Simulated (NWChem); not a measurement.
**GeNH3Cl (SMILES [NH2][GeH][Cl]): levels of theory compared**

Wanted: a comparison of 3 runs (UHF/pcseg-1, UHF/def2-SVP, UPBE0/def2-SVP) of GeNH3Cl. 

Program for the calculation: NWChem 7.3.0.

## (1) The structure to begin with

GeNH3Cl: 6 atoms, total charge 0, spin state doublet. SMILES: `[NH2][GeH][Cl]`. The shape is that of a PBE0-D4/def2-TZVP optimisation. This is one conformer, not always the lowest.

Bond lengths: N1–Ge2 1.836 Å, Ge2–Cl3 2.169 Å, N1–H4 1.011 Å, N1–H5 1.011 Å, Ge2–H6 1.560 Å. Angles: N1–Ge2–Cl3 104.1°, N1–Ge2–H6 106.5°, Cl3–Ge2–H6 107.8°, Ge2–N1–H4 115.7°, Ge2–N1–H5 115.6°, H4–N1–H5 109.9°.

## (2) Energy and gradient at UHF/pcseg-1 (run 1)

Input file test.xyz:

```xyz
6

N     -0.446300     0.317900    -0.788300
Ge     0.075400    -0.151000     0.908100
Cl     1.243000    -1.956900     0.623300
H     -0.984500     1.171200    -0.861400
H     -0.888700    -0.414300    -1.327200
H      1.043200     0.969100     1.399300
```

Input file run.py:

```python
from ase.io import read
from ase.calculators.nwchem import NWChem

mol = read('test.xyz')

calc = NWChem(
    label='test',
    theory='scf',
    memory='2200 mb',
    basis='pcseg-1',
    basispar='spherical bse',
    scf={'nopen': '1', 'uhf': None, 'thresh': '1e-08', 'maxiter': '80'},
)
mol.calc = calc

forces = mol.get_forces()
print(f"energy = {mol.get_potential_energy():.6f} eV")
print("forces (eV/A):")
for s, f in zip(mol.symbols, forces):
    print(f"{s:2s} {f[0]:10.5f} {f[1]:10.5f} {f[2]:10.5f}")
```

The run is started by

```sh
export ASE_NWCHEM_COMMAND="nwchem PREFIX.nwi > PREFIX.nwo"
python run.py
```

What it wrote:

```text
energy = -70498.227809 eV
forces (eV/A):
N    -0.49062    0.02211   -0.23562
Ge    0.27002    0.56508    0.13647
Cl    0.15879   -0.29341    0.00864
H     0.19232   -0.34149   -0.04278
H     0.13020    0.33280    0.14475
H    -0.26071   -0.28508   -0.01152
```

The calculator wrote test.nwi:

```
title "test"

permanent_dir test

scratch_dir test

start test

geometry units angstrom nocenter noautosym noautoz
  N  -4.4629999999999997e-01 3.1790000000000002e-01 -7.8830000000000000e-01
  Ge 7.5399999999999995e-02 -1.5100000000000000e-01 9.0810000000000002e-01
  Cl 1.2430000000000001e+00 -1.9569000000000001e+00 6.2329999999999997e-01
  H  -9.8450000000000004e-01 1.1712000000000000e+00 -8.6140000000000005e-01
  H  -8.8870000000000005e-01 -4.1430000000000000e-01 -1.3271999999999999e+00
  H  1.0431999999999999e+00 9.6909999999999996e-01 1.3993000000000000e+00
end

memory 2200 mb

basis spherical bse noprint
   * library pcseg-1
end

scf
  nopen 1
  uhf
  thresh 1e-08
  maxiter 80
end

task scf gradient
```

test.nwo:

```text
Northwest Computational Chemistry Package (NWChem) 7.3.0
             --------------------------------------------------------

           Job information
           ---------------

    nwchem branch   = 7.3.0
    use scalapack   = T
    input           = test.nwi
    prefix          = test.
    data base       = test/test.db
    status          = startup
    nproc           =        1

           Memory information
           ------------------

[... 5 lines left out ...]
    hardfail = no
[... 123 lines left out ...]
 1-e energy   =   -4120.981243
[... 9 lines left out ...]
 Convergence threshold     :          1.000E-08
[... 16 lines left out ...]
      One electron energy =  -4122.477535193067
[... 9 lines left out ...]
          Final alpha eigenvalues
[... 278 lines left out ...]
                     UHF Final Beta Molecular Orbital Analysis
[... 272 lines left out ...]
                 ----------------------------------------
                 |  Time  |  1-e(secs)   |  2-e(secs)   |
                 ----------------------------------------
                 |  CPU   |       0.00   |       5.95   |
                 ----------------------------------------
                 |  WALL  |       0.00   |       5.95   |
                 ----------------------------------------

 Task  times  cpu:       31.2s     wall:       31.2s
 Total times  cpu:       31.2s     wall:       31.2s
```

Run time: 32 s. Hardware: 1 thread of Intel Xeon Platinum 8488C (Sapphire Rapids), shared host; peak memory 0.1 GiB.

## (3) Energy and forces at UHF/def2-SVP (run 2)

Input file nw.nw:

```
START nw
memory stack 880 mb heap 220 mb global 1100 mb
GEOMETRY noautosym nocenter noautoz
N       -0.446300       0.317900      -0.788300
Ge       0.075400      -0.151000       0.908100
Cl       1.243000      -1.956900       0.623300
H       -0.984500       1.171200      -0.861400
H       -0.888700      -0.414300      -1.327200
H        1.043200       0.969100       1.399300
END
BASIS spherical bse
* library def2-SVP
END
SCF
doublet
uhf
thresh 1e-08
maxiter 80
print low
END
TASK scf gradient
```

The run is started by

```sh
nwchem nw.nw > nw.out
```

What it wrote:

```text
[...]
  functions       =    79
[...]
  wavefunction    = UHF
[...]
         Total SCF energy =  -2590.636286431912
      One electron energy =  -4122.830626613086
      Two electron energy =   1273.117521088496
 Nuclear repulsion energy =    259.076819092679
                       Sz =      0.5000
                 Sz(Sz+1) =      0.7500
                      S^2 =      0.7598
[...]
                         UHF ENERGY GRADIENTS
    atom               coordinates                        gradient
                 x          y          z           x          y          z
   1 N      -0.843385   0.600744  -1.489671    0.007871   0.001597  -0.003840
   2 Ge      0.142485  -0.285349   1.716060   -0.004621  -0.010153   0.006408
   3 Cl      2.348929  -3.698005   1.177866   -0.001647   0.004378  -0.000793
   4 H      -1.860435   2.213247  -1.627810   -0.003425   0.005404   0.000990
   5 H      -1.679399  -0.782913  -2.508044   -0.002673  -0.005440  -0.002074
   6 H       1.971362   1.831333   2.644294    0.004495   0.004215  -0.000691
 Task  times  cpu:       18.6s     wall:       18.6s
 Total times  cpu:       18.6s     wall:       18.6s
```

Run time: 19 s. Hardware: 1 thread of Intel Xeon Platinum 8488C (Sapphire Rapids), shared host; peak memory 0.1 GiB.

## (4) Energy and forces at UPBE0/def2-SVP (run 3)

Input file clgeh3n.nw:

```
start clgeh3n
memory total 2200 mb
geometry units bohr noautosym nocenter noautoz
N   -0.84338477   0.60074394  -1.48967110
Ge   0.14248535  -0.28534864   1.71606029
Cl   2.34892957  -3.69800505   1.17786629
H   -1.86043537   2.21324724  -1.62781008
H   -1.67939961  -0.78291353  -2.50804451
H    1.97136229   1.83133359   2.64429377
end
basis spherical bse
* library def2-SVP
end
dft
xc pbe0
mult 2
grid xfine
convergence energy 1e-08
maxiter 100
mulliken
end
task dft gradient
```

The run is started by

```sh
nwchem clgeh3n.nw > clgeh3n.out
```

What it wrote:

```text
[...]
          Wavefunction type:  spin polarized.
          No. of atoms     :     6
          No. of electrons :    59
[...]
          Charge           :     0
          Spin multiplicity:     2
[...]
          AO basis - number of functions:    79
[...]
              XC Information
              --------------
                         PBE0 Method XC Functional
                     Hartree-Fock (Exact) Exchange  0.250
          PerdewBurkeErnzerhof Exchange Functional  0.750
            Perdew 1991 LDA Correlation Functional  1.000 local
           PerdewBurkeErnz. Correlation Functional  1.000 non-local
[...]
 d= 0,ls=0.0,diis     1  -2592.7953549111 -2.85D+03  7.06D-03  1.04D-01     3.0
[...]
 d= 0,ls=0.0,diis    11  -2592.8505526520 -5.82D-09  4.07D-07  1.03D-09    30.0
[...]
         Total DFT energy =    -2592.850552651982
      One electron energy =    -4122.700218458156
           Coulomb energy =     1385.669286264873
    Exchange-Corr. energy =     -114.896421076146
 Nuclear repulsion energy =      259.076800617448
[...]
      <S2> =      0.7536 (Exact =     0.7500)
[...]
  wavefunction    = open shell
                         DFT ENERGY GRADIENTS
    atom               coordinates                        gradient
                 x          y          z           x          y          z
   1 N      -0.843385   0.600744  -1.489671   -0.005157   0.000506  -0.003902
   2 Ge      0.142485  -0.285349   1.716060    0.002374  -0.002407  -0.000709
   3 Cl      2.348930  -3.698005   1.177866   -0.002177   0.003298   0.000441
   4 H      -1.860435   2.213247  -1.627810    0.002961  -0.004798   0.000791
   5 H      -1.679400  -0.782914  -2.508045    0.002427   0.003962   0.003358
   6 H       1.971362   1.831334   2.644294   -0.000428  -0.000561   0.000021
[...]
```

It took 38 s on 1 thread of Intel Xeon Platinum 8488C (Sapphire Rapids), shared host; peak memory 0.13 GiB.

## (5) The series

```tsv
run	level	iteration cap	module	energy (Eh)	dipole moment (D)	HOMO energy (eV)	LUMO energy (eV)	wall time
1	UHF/pcseg-1	80	scf	-2590.762108	3.33	-9.16	0.63	32 s
2	UHF/def2-SVP	80	scf	-2590.636286	–	–	–	19 s
3	UPBE0/def2-SVP	100	dft	-2592.850553	2.94	-5.92	-2.77	38 s
```

## (6) Outcome

| quantity | value |
| --- | --- |
| run 3: total energy | -2592.85055 Eh |
| run 3: dipole moment | 2.94 D |
| run 3: HOMO energy (highest over α and β) | -5.92 eV |
| run 3: LUMO energy (lowest over α and β) | -2.77 eV |
| run 3: ⟨S²⟩ | 0.754 |
| run 3: largest force on an atom | 0.334 eV/Å |

All runs together took 89 s, the longest 38 s.
